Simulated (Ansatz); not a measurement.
What does this script print? It uses the Python package of Ansatz (0.2.0).

`field_clfhisn.py`
```python
# -*- coding: utf-8 -*-
import ansatz as az
import numpy as np

BASIS = "def2-SVPD"
LEVEL = "mp2"

GEOMETRY = """
F     1.24330    1.53260    0.34410
Sn    0.00060    0.04870    0.16040
Cl    1.23710   -1.93310    0.14170
I    -1.32100    0.25680   -2.17970
H    -1.11010    0.02120    1.49210
"""


def main():
    system = az.Crystal.molecule()
    for line in GEOMETRY.strip().splitlines():
        symbol, *xyz = line.split()
        system = system.atom(symbol, [float(v) for v in xyz])

    base = system.calculation().basis(gaussian=BASIS).correlation(LEVEL).forces()
    centre = np.mean([site.position_ang for site in system.cartesian_sites], axis=0)
    field = 2 * 14.399645 * 2.0 / 25.0 ** 2


    def dipole(axis, sign):
        arm = 25.0 * np.eye(3)[axis]
        pair = [{"charge": sign * 2.0, "position_ang": (centre - arm).tolist()}, {"charge": -sign * 2.0, "position_ang": (centre + arm).tolist()}]
        deck = base.input().set(az.key.basis.gaussian.point_charges, pair)
        return np.array(az.Session.from_dict(deck).plan().execute().report["charge_distribution"]["dipole_moment_e_ang"])


    print(f"field {field:.4f} V/A")
    alpha = np.array([(dipole(axis, 1) - dipole(axis, -1)) / (2 * field) * 14.399645 for axis in range(3)])
    print("polarisability tensor (A^3)")
    print(np.array2string(alpha, precision=3, suppress_small=True))
    print(f"mean {np.trace(alpha) / 3:.3f} A^3 = {np.trace(alpha) / 3 / 0.14818471:.2f} bohr^3")


if __name__ == "__main__":
    main()
```

`python field_clfhisn.py` gives:
```text
field 0.0922 V/A
polarisability tensor (A^3)
[[12.636 -1.372  2.076]
 [-1.386 12.181 -0.737]
 [ 2.101 -0.746 14.393]]
mean 13.070 A^3 = 88.20 bohr^3
```

Notes:
- The geometry is a force-field or estimated start, not a minimum of this method, and the basis set is short of its limit. The field of two point charges is only nearly even.
- def2 sets replace the cores of elements past krypton by effective core potentials.
- Finished in 74 s on 1 thread of Arm Neoverse V1, with other jobs on the host, peak memory 0.47 GiB.
